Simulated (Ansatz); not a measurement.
# AlBAsH5 (SMILES [BH2][AlH][AsH2]): functionals against CCSD(T) at one geometry

A test off equilibrium: a structure displaced at random from a GFN2-xTB minimum is computed at several levels, and each is set against CCSD(T).

Method: single points in def2-TZVPP; program: Ansatz 0.2.0, Gaussian basis.

Cores are frozen in the correlated methods. Filled d shells of the heavier atoms are correlated.

## 1. The system as given

8 atoms, charge 0, spin multiplicity 1.

Atoms are counted from 1 here; the program's logs count them from 0.

Bond lengths: B1–Al2 2.041 Å, B1–H4 1.162 Å, B1–H5 1.238 Å, Al2–As3 2.455 Å, Al2–H6 1.617 Å, As3–H7 1.591 Å, As3–H8 1.567 Å. Angles: Al2–B1–H4 122.1°, Al2–B1–H5 126.7°, H4–B1–H5 111.2°, B1–Al2–As3 127.7°, B1–Al2–H6 118.8°, As3–Al2–H6 113.5°, Al2–As3–H7 79.3°, Al2–As3–H8 80.5°, H7–As3–H8 92.3°.

Coordinates:

```
B    -1.1609    0.7551   -0.8812
Al    0.3586    0.6244    0.4748
As    1.6881   -1.3570    1.0537
H    -1.5348   -0.1669   -1.4809
H    -1.8007    1.7721   -1.1787
H     0.8021    1.9555    1.2777
H     1.5740   -1.5292   -0.5238
H     0.2491   -1.9332    1.2849
```

## 2. CCSD(T)/def2-TZVPP

The input, run/in.yaml:

```yaml
crystal:
  periodic: [false, false, false]
  atoms:
    - {symbol: B, position_ang: [-1.160900, 0.755100, -0.881200]}
    - {symbol: Al, position_ang: [0.358600, 0.624400, 0.474800]}
    - {symbol: As, position_ang: [1.688100, -1.357000, 1.053700]}
    - {symbol: H, position_ang: [-1.534800, -0.166900, -1.480900]}
    - {symbol: H, position_ang: [-1.800700, 1.772100, -1.178700]}
    - {symbol: H, position_ang: [0.802100, 1.955500, 1.277700]}
    - {symbol: H, position_ang: [1.574000, -1.529200, -0.523800]}
    - {symbol: H, position_ang: [0.249100, -1.933200, 1.284900]}
basis:
  gaussian: {orbitals: def2-TZVPP}
correlation: {method: ccsd_t}
output: {forces: true}
```

The command line of these runs was not kept.

## 3. PBE0-D4/def2-TZVPP

run/in.yaml: that of step 2 with these lines changed.

```diff
@@ -13,3 +13,3 @@
   gaussian: {orbitals: def2-TZVPP}
-correlation: {method: ccsd_t}
-output: {forces: true}
+hamiltonian: {xc: pbe0, dispersion: d4}
+output: {forces: true, orbitals: {seedname: orbitals}}
```

## 4. wB97M-V/def2-TZVPP

run/in.yaml: that of step 3 with these lines changed.

```diff
@@ -13,3 +13,3 @@
   gaussian: {orbitals: def2-TZVPP}
-hamiltonian: {xc: pbe0, dispersion: d4}
-output: {forces: true, orbitals: {seedname: orbitals}}
+hamiltonian: {xc: {name: wB97M-V}}
+output: {forces: true}
```

## 5. r2SCAN-D4/def2-TZVPP

run/in.yaml: that of step 4 with these lines changed.

```diff
@@ -13,3 +13,3 @@
   gaussian: {orbitals: def2-TZVPP}
-hamiltonian: {xc: {name: wB97M-V}}
+hamiltonian: {xc: r2scan, dispersion: d4}
 output: {forces: true}
```

## 6. PBE-D4/def2-TZVPP

run/in.yaml: that of step 5 with these lines changed.

```diff
@@ -13,3 +13,3 @@
   gaussian: {orbitals: def2-TZVPP}
-hamiltonian: {xc: r2scan, dispersion: d4}
+hamiltonian: {xc: pbe, dispersion: d4}
 output: {forces: true}
```

## 7. SPW92/def2-TZVPP

run/in.yaml: that of step 6 with these lines changed.

```diff
@@ -13,3 +13,3 @@
   gaussian: {orbitals: def2-TZVPP}
-hamiltonian: {xc: pbe, dispersion: d4}
+hamiltonian: {xc: lda}
 output: {forces: true}
```

## 8. BLYP-D4/def2-TZVPP

run/in.yaml: that of step 7 with these lines changed.

```diff
@@ -13,3 +13,3 @@
   gaussian: {orbitals: def2-TZVPP}
-hamiltonian: {xc: lda}
+hamiltonian: {xc: {name: BLYP}, dispersion: d4}
 output: {forces: true}
```

(Steps that only read results are left out.)

Q: Predict the outcome of this session. Wanted: energy less free atoms, CCSD(T)/def2-TZVPP; RMS force component; RMS force error; HOMO and LUMO, PBE0-D4; T1 diagnostic.

The runs gave:

| quantity | value |
| --- | --- |
| energy less free atoms, CCSD(T)/def2-TZVPP | -1987.6 kJ/mol |
| RMS force component | 0.599 to 0.723 eV/Å over the methods |
| RMS force error | PBE0-D4 0.044, wB97M-V 0.054, r2SCAN-D4 0.043, PBE-D4 0.166, SPW92 0.184, BLYP-D4 0.167 eV/Å |
| HOMO and LUMO, PBE0-D4 | -7.04 and -3.33 eV |
| T1 diagnostic | 0.011 |

Against CCSD(T) the functionals' energies less atoms differ by -305.2 to -38.0 kJ/mol, PBE-D4 by -51.1 kJ/mol. The reference is not at the basis limit: in triple zeta CCSD(T) underbinds, which counts against methods that bind more; the gaps are no ranking. On forces the order runs from r2SCAN-D4 to SPW92. Frozen-core CCSD(T) forces in triple zeta carry basis errors of their own, and this is one geometry, so small gaps rank nothing.
